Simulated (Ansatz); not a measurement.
NiMoIrPdW:

```
CELL_PARAMETERS angstrom
2.77085 0.00000 0.00000
-1.38543 2.39963 0.00000
0.00000 0.00000 22.01961
ATOMIC_POSITIONS crystal
Ni 0.33333 0.66667 0.85081
Ni 0.66667 0.33333 0.14919
Mo 0.66667 0.33333 0.76059
Mo 0.33333 0.66667 0.23941
Pd 0.33333 0.66667 0.05329
Pd 0.66667 0.33333 0.94671
Ir 0.33333 0.66667 0.65827
Ir 0.66667 0.33333 0.34173
W 0.33333 0.66667 0.44418
W 0.66667 0.33333 0.55582
```

The cell was built by a generator and needn't be a form met in nature.

* Program: Ansatz 0.2.0
* Task: relaxation of cell and atoms
* Functional: LDA
* Potentials or basis: Ansatz PAW
* Cutoff: 420 eV (not typed: the program's choice for these potentials)
* k mesh: 8 × 8 × 1
* Occupations: fermi-dirac, width 0.05 eV
* Spin: collinear spin, ferromagnetic start
* Starting moments: [1.0, 1.0, 1.0, 1.0, 0.0, 0.0, 0.6, 0.6, 0.0, 0.0] μB

At the start: volume 14.64 Å³/atom.

Task: How do energy, volume and symmetry change on relaxing?

Result: It ends after 6 steps and the volume is 13.82 Å³/atom (-5.6 %); space group P-3m1 (No. 164, to 0.05 Å); moment 0.00 μB per cell.

Step by step:
| step | energy change (eV) | largest force (eV/Å) | volume (Å³) |
| --- | --- | --- | --- |
| 1 | 0.0000 | 0.2038 | 146.41 |
| 2 | -0.3785 | 0.1372 | 139.65 |
| 3 | -0.3962 | 0.0553 | 138.00 |
| 4 | -0.3971 | 0.0123 | 138.16 |
| 5 | -0.3971 | 0.0016 | 138.16 |
| 6 | -0.3949 | 0.0018 | 138.16 |

Final structure:
```xyz
10
Lattice="2.7230 0.0000 0.0000 -1.3615 2.3582 0.0000 0.0000 0.0000 21.5159" Properties=species:S:1:pos:R:3 pbc="T T T"
Ni    0.0000    1.5721   18.3534
Ni    1.3615    0.7861    3.1625
Mo    1.3615    0.7861   16.4125
Mo    0.0000    1.5721    5.1034
Pd    0.0000    1.5721    1.1308
Pd    1.3615    0.7861   20.3851
Ir    0.0000    1.5721   14.1932
Ir    1.3615    0.7861    7.3227
W     0.0000    1.5721    9.5448
W     1.3615    0.7861   11.9711
```

Caveat: the plane-wave basis is chosen anew once the cell has moved, so the energies of steps on either side of that aren't comparable; the PAW data sets come from PBE, with cores solved anew for the run's functional, which leaves a small shift of forces and pressure; the starting moments weren't kept.
